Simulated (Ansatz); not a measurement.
# C2H7AlFN (SMILES C[CH2][Al]([NH2])[F]): levels of theory compared

Wanted: a comparison of 6 runs (HF/STO-3G, HF/cc-pVDZ, HF/def2-SVP, B3LYP/6-31G*, PBE0/def2-SVP, r2SCAN/cc-pVDZ) of C2H7AlFN. 

The results are computed with Ansatz 0.2.0.

4 further runs of the same task are left out: 1 for a known fault of the program, 3 set aside as unsound or not needed.

### 1 The structure to begin with

The species is C2H7AlFN (12 atoms), meant as a singlet with charge 0. SMILES: `C[CH2][Al]([NH2])[F]`. Geometry: relaxed at PBE0-D4/def2-TZVP. This is one conformer, not always the lowest.

Bond lengths: C1–C2 1.529 Å, C2–Al3 1.947 Å, Al3–N4 1.762 Å, Al3–F5 1.656 Å, C1–H6 1.094 Å, C1–H7 1.094 Å, C1–H8 1.094 Å, C2–H9 1.097 Å, C2–H10 1.097 Å, N4–H11 1.007 Å, N4–H12 1.006 Å. Some angles: C1–C2–Al3 115.0°, C2–Al3–N4 123.1°, C2–Al3–F5 120.4°, N4–Al3–F5 116.5°, C1–C2–H9 110.3°, C1–C2–H10 110.3°, Al3–C2–H9 108.0°, Al3–C2–H10 108.1°, C2–C1–H6 112.0°, C2–C1–H7 111.7°.

### 2 Energy and forces at HF/STO-3G (run 1)

input.yaml

```yaml
crystal:
  periodic: [false, false, false]
  atoms:
    - {symbol: C, position_ang: [-0.605000, 0.715800, 1.318200]}
    - {symbol: C, position_ang: [0.529200, 0.985200, 0.328300]}
    - {symbol: Al, position_ang: [0.722500, -0.342400, -1.082100]}
    - {symbol: N, position_ang: [-0.319500, -1.755800, -1.223400]}
    - {symbol: F, position_ang: [1.907100, -0.181200, -2.227700]}
    - {symbol: H, position_ang: [-0.669000, 1.490000, 2.088400]}
    - {symbol: H, position_ang: [-0.473900, -0.239600, 1.833900]}
    - {symbol: H, position_ang: [-1.577400, 0.678400, 0.819400]}
    - {symbol: H, position_ang: [1.486800, 1.060500, 0.857600]}
    - {symbol: H, position_ang: [0.397400, 1.966300, -0.144000]}
    - {symbol: H, position_ang: [-0.245800, -2.459600, -1.939500]}
    - {symbol: H, position_ang: [-1.075300, -1.972600, -0.595100]}
basis:
  gaussian: {orbitals: STO-3G}
hamiltonian: {xc: hf}
accuracy: high
output: {forces: true, orbitals: {seedname: orbitals}}
```

Run with:

```sh
$ ansatz run input.yaml --threads 1 --pin off --max-ram 2610MiB --events-out events.jsonl --progress --plain --runs-dir runs
```

Output (excerpt; [...] marks lines left out):

```text
Warning: RAYON_NUM_THREADS=1 ignored (pool sized by the plan → 1); use --threads N
Functional definition: HF
  name "HF"
[...]
753 factors; integrals over basis functions are off by at most 3.8e-9 eV
[...]
mean field -12783.36208526 eV, -469.7798917594 hartree, gradient 7.5e-8 eV, S^2 0.000000; 0 other end points of the search recorded, 0 dependent functions left out
[...]
reference -12783.36208526 eV, -469.7798917594 hartree; 24, 24 occupied and 12, 12 virtual orbitals, 753 factors
Total energy: -12783.36208526 eV, -469.7798917594 hartree
Atom 0 at    -0.605000     0.715800     1.318200 Å, force    -0.572010    -0.012308     0.617025 eV/Å
Atom 1 at     0.529200     0.985200     0.328300 Å, force     1.032190    -0.413432    -1.501392 eV/Å
Atom 2 at     0.722500    -0.342400    -1.082100 Å, force     0.191129    -0.395988    -0.566898 eV/Å
Atom 3 at    -0.319500    -1.755800    -1.223400 Å, force     1.396383     1.932750     0.224106 eV/Å
Atom 4 at     1.907100    -0.181200    -2.227700 Å, force    -1.290772    -0.200149     1.226158 eV/Å
Atom 5 at    -0.669000     1.490000     2.088400 Å, force     0.018260    -0.187469    -0.189881 eV/Å
Atom 6 at    -0.473900    -0.239600     1.833900 Å, force     0.018457     0.245880    -0.149486 eV/Å
Atom 7 at    -1.577400     0.678400     0.819400 Å, force     0.270743     0.033700     0.083224 eV/Å
Atom 8 at     1.486800     1.060500     0.857600 Å, force    -0.508362    -0.070864    -0.003682 eV/Å
Atom 9 at     0.397400     1.966300    -0.144000 Å, force    -0.150368    -0.371203     0.325273 eV/Å
Atom 10 at    -0.245800    -2.459600    -1.939500 Å, force    -0.020242    -0.365875    -0.308375 eV/Å
Atom 11 at    -1.075300    -1.972600    -0.595100 Å, force    -0.385407    -0.195041     0.243928 eV/Å
Dipole moment:    -0.142321    -0.080917     0.082246 e Å
```

It took 0.96 s on 1 thread of Arm Neoverse V2, shared host.

### 3 Energy and gradient at HF/cc-pVDZ (run 2)

molecule.yaml

```yaml
crystal:
  periodic: [false, false, false]
  atoms:
    - {symbol: C, position_ang: [-0.605000, 0.715800, 1.318200]}
    - {symbol: C, position_ang: [0.529200, 0.985200, 0.328300]}
    - {symbol: Al, position_ang: [0.722500, -0.342400, -1.082100]}
    - {symbol: "N", position_ang: [-0.319500, -1.755800, -1.223400]}
    - {symbol: F, position_ang: [1.907100, -0.181200, -2.227700]}
    - {symbol: H, position_ang: [-0.669000, 1.490000, 2.088400]}
    - {symbol: H, position_ang: [-0.473900, -0.239600, 1.833900]}
    - {symbol: H, position_ang: [-1.577400, 0.678400, 0.819400]}
    - {symbol: H, position_ang: [1.486800, 1.060500, 0.857600]}
    - {symbol: H, position_ang: [0.397400, 1.966300, -0.144000]}
    - {symbol: H, position_ang: [-0.245800, -2.459600, -1.939500]}
    - {symbol: H, position_ang: [-1.075300, -1.972600, -0.595100]}
basis:
  gaussian:
    orbitals: cc-pVDZ
hamiltonian:
  xc: hf
accuracy: high
output: {forces: true, orbitals: {seedname: orbitals}}
```

Run with:

```sh
$ ansatz run molecule.yaml --threads 1 --pin off --max-ram 2610MiB --events-out events.jsonl --progress --plain --runs-dir runs
```

Output (excerpt; [...] marks lines left out):

```text
Warning: RAYON_NUM_THREADS=1 ignored (pool sized by the plan → 1); use --threads N
[... 2 set-up lines as earlier in the session ...]
[...]
2605 factors; integrals over basis functions are off by at most 6.4e-9 eV
[...]
mean field -12945.64980227 eV, -475.7438553567 hartree, gradient 5.5e-9 eV, S^2 0.000000; 0 other end points of the search recorded, 0 dependent functions left out
[...]
reference -12945.64980227 eV, -475.7438553567 hartree; 24, 24 occupied and 85, 85 virtual orbitals, 2605 factors
Total energy: -12945.64980227 eV, -475.7438553567 hartree
Atom 0 at    -0.605000     0.715800     1.318200 Å, force    -0.155780     0.024931     0.196510 eV/Å
Atom 1 at     0.529200     0.985200     0.328300 Å, force     0.159131     0.202888     0.005350 eV/Å
Atom 2 at     0.722500    -0.342400    -1.082100 Å, force    -0.443911    -0.041558     0.445926 eV/Å
Atom 3 at    -0.319500    -1.755800    -1.223400 Å, force    -0.262611    -0.413858    -0.087256 eV/Å
Atom 4 at     1.907100    -0.181200    -2.227700 Å, force     0.635226     0.086098    -0.614557 eV/Å
Atom 5 at    -0.669000     1.490000     2.088400 Å, force    -0.001107    -0.008775    -0.006888 eV/Å
Atom 6 at    -0.473900    -0.239600     1.833900 Å, force     0.008290    -0.005491     0.010066 eV/Å
Atom 7 at    -1.577400     0.678400     0.819400 Å, force    -0.011102     0.008909    -0.007306 eV/Å
Atom 8 at     1.486800     1.060500     0.857600 Å, force     0.006984     0.006965     0.040116 eV/Å
Atom 9 at     0.397400     1.966300    -0.144000 Å, force    -0.022228     0.029110     0.013288 eV/Å
Atom 10 at    -0.245800    -2.459600    -1.939500 Å, force    -0.065320     0.120393     0.179913 eV/Å
Atom 11 at    -1.075300    -1.972600    -0.595100 Å, force     0.152428    -0.009609    -0.175162 eV/Å
Dipole moment:    -0.379029    -0.125376     0.300050 e Å
```

Wall time 8.7 s (1 thread of Arm Neoverse V2, shared host); peak memory 0.38 GiB.

Run 3 isn't shown in full; the table further down has it.

### 4 Energy and gradient at B3LYP/6-31G(d) (Cartesian functions) (run 4)

job.yaml

```yaml
crystal:
  periodic: [false, false, false]
  atoms:
    - {symbol: C, position_ang: [-0.605000, 0.715800, 1.318200]}
    - {symbol: C, position_ang: [0.529200, 0.985200, 0.328300]}
    - {symbol: Al, position_ang: [0.722500, -0.342400, -1.082100]}
    - {symbol: N, position_ang: [-0.319500, -1.755800, -1.223400]}
    - {symbol: F, position_ang: [1.907100, -0.181200, -2.227700]}
    - {symbol: H, position_ang: [-0.669000, 1.490000, 2.088400]}
    - {symbol: H, position_ang: [-0.473900, -0.239600, 1.833900]}
    - {symbol: H, position_ang: [-1.577400, 0.678400, 0.819400]}
    - {symbol: H, position_ang: [1.486800, 1.060500, 0.857600]}
    - {symbol: H, position_ang: [0.397400, 1.966300, -0.144000]}
    - {symbol: H, position_ang: [-0.245800, -2.459600, -1.939500]}
    - {symbol: H, position_ang: [-1.075300, -1.972600, -0.595100]}
basis:
  gaussian: {orbitals: "6-31G*"}
hamiltonian: {xc: {name: B3LYP}}
accuracy: high
output: {forces: true, orbitals: {seedname: orbitals}}
```

Run with:

```sh
$ ansatz run job.yaml --threads 1 --pin off --max-ram 2610MiB --events-out events.jsonl --progress --plain --runs-dir runs
```

Output (excerpt; [...] marks lines left out):

```text
Warning: RAYON_NUM_THREADS=1 ignored (pool sized by the plan → 1); use --threads N
Functional definition: B3LYP
  name "B3LYP"
[...]
2149 factors; integrals over basis functions are off by at most 1.0e-8 eV
[...]
mean field -12995.34148532 eV, -477.5699910266 hartree, gradient 5.8e-8 eV, S^2 0.000000; 0 other end points of the search recorded, 0 dependent functions left out
[...]
reference -12995.34152988 eV, -477.5699926642 hartree; 24, 24 occupied and 69, 69 virtual orbitals, 2149 factors
Total energy: -12995.34152988 eV, -477.5699926642 hartree
Atom 0 at    -0.605000     0.715800     1.318200 Å, force    -0.118269    -0.018803     0.115681 eV/Å
Atom 1 at     0.529200     0.985200     0.328300 Å, force     0.152275     0.088208    -0.090150 eV/Å
Atom 2 at     0.722500    -0.342400    -1.082100 Å, force     0.062017     0.132302     0.051512 eV/Å
Atom 3 at    -0.319500    -1.755800    -1.223400 Å, force    -0.052091    -0.078026    -0.013554 eV/Å
Atom 4 at     1.907100    -0.181200    -2.227700 Å, force     0.213429     0.031089    -0.204510 eV/Å
Atom 5 at    -0.669000     1.490000     2.088400 Å, force    -0.019068     0.090103     0.102169 eV/Å
Atom 6 at    -0.473900    -0.239600     1.833900 Å, force     0.013316    -0.099198     0.069897 eV/Å
Atom 7 at    -1.577400     0.678400     0.819400 Å, force    -0.114687     0.005691    -0.047373 eV/Å
Atom 8 at     1.486800     1.060500     0.857600 Å, force     0.083532     0.005517     0.073575 eV/Å
Atom 9 at     0.397400     1.966300    -0.144000 Å, force    -0.031360     0.099001    -0.032021 eV/Å
Atom 10 at    -0.245800    -2.459600    -1.939500 Å, force     0.016744    -0.191716    -0.191468 eV/Å
Atom 11 at    -1.075300    -1.972600    -0.595100 Å, force    -0.205837    -0.064169     0.166244 eV/Å
Dipole moment:    -0.341289    -0.137098     0.248322 e Å
```

Wall time 12 s (1 thread of Arm Neoverse V2, shared host).

Run 5 isn't shown in full; the table further down has it.

### 5 Energy and gradient at r2SCAN/cc-pVDZ (run 6)

run.yaml

```yaml
crystal:
  periodic: [false, false, false]
  atoms:
    - {symbol: C, position_ang: [-0.605000, 0.715800, 1.318200]}
    - {symbol: C, position_ang: [0.529200, 0.985200, 0.328300]}
    - {symbol: Al, position_ang: [0.722500, -0.342400, -1.082100]}
    - {symbol: "N", position_ang: [-0.319500, -1.755800, -1.223400]}
    - {symbol: F, position_ang: [1.907100, -0.181200, -2.227700]}
    - {symbol: H, position_ang: [-0.669000, 1.490000, 2.088400]}
    - {symbol: H, position_ang: [-0.473900, -0.239600, 1.833900]}
    - {symbol: H, position_ang: [-1.577400, 0.678400, 0.819400]}
    - {symbol: H, position_ang: [1.486800, 1.060500, 0.857600]}
    - {symbol: H, position_ang: [0.397400, 1.966300, -0.144000]}
    - {symbol: H, position_ang: [-0.245800, -2.459600, -1.939500]}
    - {symbol: H, position_ang: [-1.075300, -1.972600, -0.595100]}
basis:
  gaussian: {orbitals: cc-pVDZ}
output: {forces: true, orbitals: {seedname: orbitals}}
hamiltonian: {xc: {name: r2SCAN}}
accuracy: high
```

Run with:

```sh
$ ansatz run run.yaml --threads 1 --pin off --max-ram 2610MiB --events-out events.jsonl --progress --plain --runs-dir runs
```

Output (excerpt; [...] marks lines left out):

```text
Warning: RAYON_NUM_THREADS=1 ignored (pool sized by the plan → 1); use --threads N
Functional definition: r2SCAN
  name "r2SCAN"
[...]
2605 factors; integrals over basis functions are off by at most 6.4e-9 eV
[...]
mean field -12991.23715989 eV, -477.4191598492 hartree, gradient 1.0e-8 eV, S^2 0.000000; 0 other end points of the search recorded, 0 dependent functions left out
[...]
reference -12991.23716097 eV, -477.4191598887 hartree; 24, 24 occupied and 85, 85 virtual orbitals, 2605 factors
Total energy: -12991.23716097 eV, -477.4191598887 hartree
Atom 0 at    -0.605000     0.715800     1.318200 Å, force     0.126115     0.034943    -0.101355 eV/Å
Atom 1 at     0.529200     0.985200     0.328300 Å, force    -0.114056    -0.180503    -0.043889 eV/Å
Atom 2 at     0.722500    -0.342400    -1.082100 Å, force    -0.613125     0.156990     0.809851 eV/Å
Atom 3 at    -0.319500    -1.755800    -1.223400 Å, force     0.048499     0.057640    -0.000803 eV/Å
Atom 4 at     1.907100    -0.181200    -2.227700 Å, force     0.917002     0.115650    -0.895014 eV/Å
Atom 5 at    -0.669000     1.490000     2.088400 Å, force    -0.035052     0.220777     0.237846 eV/Å
Atom 6 at    -0.473900    -0.239600     1.833900 Å, force     0.033069    -0.283050     0.158425 eV/Å
Atom 7 at    -1.577400     0.678400     0.819400 Å, force    -0.295312    -0.011586    -0.142986 eV/Å
Atom 8 at     1.486800     1.060500     0.857600 Å, force     0.297497     0.037544     0.160917 eV/Å
Atom 9 at     0.397400     1.966300    -0.144000 Å, force    -0.028367     0.306356    -0.138609 eV/Å
Atom 10 at    -0.245800    -2.459600    -1.939500 Å, force    -0.010973    -0.320393    -0.277463 eV/Å
Atom 11 at    -1.075300    -1.972600    -0.595100 Å, force    -0.325297    -0.134367     0.233080 eV/Å
Dipole moment:    -0.368193    -0.144227     0.271181 e Å
```

It took 27 s on 1 thread of Arm Neoverse V2, shared host; peak memory 0.41 GiB.

### 6 All runs side by side

| run | level | Cartesian functions | energy (Eh) | dipole moment (D) | HOMO energy (eV) | LUMO energy (eV) | wall time |
| --- | --- | --- | --- | --- | --- | --- | --- |
| 1 | HF/STO-3G | no | -469.779892 | 0.88 | -7.86 | 10.28 | 0.96 s |
| 2 | HF/cc-pVDZ | no | -475.743855 | 2.40 | -10.91 | 3.27 | 8.7 s |
| 3 | HF/def2-SVP | no | -475.484983 | 2.25 | -10.96 | 3.02 | 7.5 s |
| 4 | B3LYP/6-31G* (Cartesian functions) | yes | -477.569993 | 2.13 | -6.90 | 0.13 | 12 s |
| 5 | PBE0/def2-SVP | no | -476.941713 | 2.21 | -7.33 | 0.31 | 16 s |
| 6 | r2SCAN/cc-pVDZ | no | -477.419160 | 2.30 | -6.21 | 0.04 | 27 s |

### 7 Results

```
                       quantity          value
            run 6: total energy  -477.41916 Eh
           run 6: dipole moment         2.30 D
             run 6: HOMO energy       -6.21 eV
             run 6: LUMO energy        0.04 eV
           run 6: HOMO–LUMO gap        6.25 eV
run 6: largest force on an atom     1.287 eV/Å
```

What this shows: The dipole moment (its size) runs from 0.88 D (HF/STO-3G) to 2.40 D (HF/cc-pVDZ). The HOMO–LUMO gap runs from 6.25 eV (r2SCAN/cc-pVDZ) to 18.13 eV (HF/STO-3G). The two ends differ in method and basis. Totals of different functionals can't be ranked against each other. In run 1 the basis is minimal, so the values are rough. All runs together took 72 s, the longest 27 s.
